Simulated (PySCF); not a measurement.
# Br3HSSi (Br3Si(SH)): the cost of one run

Programs: PySCF 2.14.0, with routines of our own; each step states its level. All values are computed. Atoms count from 0.

## (1) The system as given

6 atoms, charge 0, multiplicity 1; geometry from: GFN2-xTB.

## (2) Optimising the geometry at PBE0-D3(BJ)/def2-SVP

Job settings and geometry (Å):

```
{"job": {"xc": "PBE0", "basis": "def2-SVP", "d3": "d3bj", "grid": 1, "maxiter": 30, "shake": 0.01, "kind": "geom"}, "charge": 0, "multiplicity": 1}
S      1.445820    -0.705340    -0.881240
Si    -0.412250     0.006870    -0.012950
Br    -0.541110     2.226060     0.019200
Br    -2.040550    -0.768450    -1.231080
Br    -0.649640    -0.703650     2.069160
H      2.221900    -0.085520    -0.007760
```

Run with:

```
> OMP_NUM_THREADS=1 python heavy_run.py task.json out
```

This one command runs all jobs of the session in turn.

Q: Estimate the wall time and peak memory of this first job on 1 thread of Arm Neoverse V1, shared host.

About 2.2 min, with a peak of 0.67 GiB.
